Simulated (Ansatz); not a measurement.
Runs of Ansatz 0.2.0 on CsLiCr2Te2S3. Symmetry: Pm, No. 6, monoclinic system. Conventional cell: a = 7.057 Å, b = 3.981 Å, c = 9.084 Å, α = 90.00°, β = 107.12°, γ = 90.00°. Cs (site symmetry m) has 3 S at 3.44 to 3.50 Å and 1 Te at 3.93 Å as nearest neighbours. Around Li (site symmetry m) lie 3 S at 2.21 to 2.30 Å. Cr (site symmetry m) is surrounded by 5 S at 2.47 to 2.63 Å and 1 Te at 2.79 Å and 2 Li at 2.81 Å. Cr (site symmetry m) has 2 S at 2.34 to 2.50 Å as nearest neighbours. Te (site symmetry m) is surrounded by 3 Cr at 2.76 to 2.79 Å. Around Te (site symmetry m) lie 1 S at 2.48 Å and 2 Cr at 2.80 Å. S (site symmetry m) is surrounded by 2 Li at 2.21 Å and 1 Te at 2.48 Å and 1 Cr at 2.51 Å. S (site symmetry m) has 3 Cr at 2.34 to 2.47 Å and 1 Li at 2.63 Å as nearest neighbours. The cell was built by a generator and needn't be a form met in nature.

```csv
task,level,cell,k mesh,points for each segment of the path,gap on the mesh (eV),pressure (GPa),moment (μB),largest force (eV/Å)
relaxation of cell and atoms,PBE+D3(BJ),relaxed,3 × 5 × 3,-,0.54,0.0,6.00,0.01
electric field gradients,PBE,as given,4 × 7 × 3,-,0.48,0.0,6.00,0.01
projected density of states,PBE,as given,4 × 7 × 3,-,0.48,0.0,6.00,0.01
atomic charges,PBE,as given,4 × 7 × 3,-,0.48,0.0,6.00,0.01
band structure,BLYP,as given,4 × 7 × 3,10,(a),2.8,6.00,0.38
```

Alike in all rows: potentials or basis Ansatz PAW; spin collinear, ferromagnetic start; cutoff (eV) 420; smearing fermi-dirac 0.05 eV.

Question: Estimate the missing entries.

Answer: (a) 0.53.

Caveats: spin-orbit coupling is left out, which moves the levels of the heavy elements; only a ferromagnetic start was run, and an antiferromagnetic order may lie lower in energy; odd divisions of the mesh miss points on the zone boundary, where band edges often lie, so the gap on the mesh can be too wide (some runs); the plane-wave basis is chosen anew once the cell has moved, so the energies of steps on either side of that aren't comparable (some runs); the density of states is complete only up to the lowest level of the last band computed (some runs); the PAW data sets come from PBE, with cores solved anew for the run's functional, which leaves a small shift of forces and pressure (some runs).

A k mesh can miss the band edges, and the runs leave out spin-orbit coupling on Cs, Te.
